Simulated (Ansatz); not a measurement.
# C2H8B2: small, medium and large basis sets

The task here is to estimate one member of a computed series from the others.

Method: one geometry, several basis sets; program: Ansatz 0.2.0, Gaussian basis.

Plan: PBE0-D4/def2-SVP; ωB97M-V/def2-SVP; PBE0-D4/def2-QZVPP; ωB97M-V/def2-QZVPP; the functionals' def2-TZVPP values are taken from earlier runs.

**The relaxed structure**

An earlier PBE0-D4 in a triple-zeta def2 set relaxation fixed the geometry.

12 atoms, charge 0, spin multiplicity 1.

Atoms are counted from 1 here; the program's logs count them from 0.

Bond lengths: B1–B2 1.639 Å, B1–H5 1.201 Å, B1–H6 1.201 Å, B2–C3 1.563 Å, B2–H7 1.210 Å, C3–C4 1.523 Å, C3–H8 1.101 Å, C3–H9 1.101 Å, C4–H10 1.093 Å, C4–H11 1.093 Å, C4–H12 1.093 Å. Angles: B2–B1–H5 122.3°, B2–B1–H6 122.2°, H5–B1–H6 115.5°, B1–B2–C3 129.0°, B1–B2–H7 115.1°, C3–B2–H7 115.9°, B2–C3–C4 118.3°, B2–C3–H8 106.5°, B2–C3–H9 106.4°, C4–C3–H8 110.8°, C4–C3–H9 110.8°, H8–C3–H9 102.7°, C3–C4–H10 111.1°, C3–C4–H11 112.2°, C3–C4–H12 111.1°, H10–C4–H11 107.4°, H10–C4–H12 107.3°, H11–C4–H12 107.4°.

Coordinates:

```mol
C2H8B2
  3D, bonds by distance, orders not assigned

 12 11  0  0  0  0  0  0  0  0999 V2000
   -0.8420    1.7731   -0.2202 B   0  0
    0.2259    0.9048    0.6706 B   0  0
    0.6518   -0.5909    0.5122 C   0  0
    0.0181   -1.4073   -0.6067 C   0  0
   -0.5052    2.4147   -1.1782 H   0  0
   -2.0038    1.8548    0.0733 H   0  0
    0.7544    1.5116    1.5745 H   0  0
    0.4833   -1.0689    1.4893 H   0  0
    1.7491   -0.5950    0.4266 H   0  0
    0.2282   -0.9655   -1.5844 H   0  0
    0.3859   -2.4364   -0.6267 H   0  0
   -1.0687   -1.4502   -0.4963 H   0  0
  1  2  8  0
  2  3  8  0
  3  4  8  0
  1  5  8  0
  1  6  8  0
  2  7  8  0
  3  8  8  0
  3  9  8  0
  4 10  8  0
  4 11  8  0
  4 12  8  0
M  END
```

Set-up of the first run:

The input, in.yaml:

```yaml
crystal:
  periodic: [false, false, false]
  atoms:
    - {symbol: B, position_ang: [-0.841987, 1.773120, -0.220239]}
    - {symbol: B, position_ang: [0.225867, 0.904805, 0.670602]}
    - {symbol: C, position_ang: [0.651759, -0.590944, 0.512188]}
    - {symbol: C, position_ang: [0.018120, -1.407297, -0.606738]}
    - {symbol: H, position_ang: [-0.505250, 2.414694, -1.178184]}
    - {symbol: H, position_ang: [-2.003844, 1.854754, 0.073321]}
    - {symbol: H, position_ang: [0.754449, 1.511631, 1.574511]}
    - {symbol: H, position_ang: [0.483342, -1.068868, 1.489278]}
    - {symbol: H, position_ang: [1.749135, -0.594996, 0.426611]}
    - {symbol: H, position_ang: [0.228194, -0.965516, -1.584417]}
    - {symbol: H, position_ang: [0.385891, -2.436430, -0.626733]}
    - {symbol: H, position_ang: [-1.068677, -1.450152, -0.496298]}
basis:
  gaussian: {orbitals: def2-SVP}
hamiltonian: {xc: pbe0, dispersion: d4}
output: {orbitals: {seedname: orbitals}}
```

On the command line:

```bash
$ ansatz run in.yaml --threads 2 --pin off --events-out ev --progress --plain --max-ram 4352MiB
```

Among the steps run: PBE0-D4 in def2-SVP; ωB97M-V in def2-SVP; PBE0-D4 in def2-QZVPP; ωB97M-V in def2-QZVPP.

One table of the session follows, with a row left open; its other results are not shown here.

It belongs to the step «Density functionals: the series». 

| functional | basis | HOMO (eV) |
| --- | --- | --- |
| PBE0-D4 | def2-SVP | ? |
| PBE0-D4 | def2-TZVPP | -7.97 |
| PBE0-D4 | def2-QZVPP | -7.97 |
| ωB97M-V | def2-SVP | -10.20 |
| ωB97M-V | def2-TZVPP | -10.26 |
| ωB97M-V | def2-QZVPP | -10.26 |

Q: Estimate the row for PBE0-D4, def2-SVP from the others.

**Answer.** HOMO (eV): -7.93. In the column «HOMO (eV)» it is the highest.
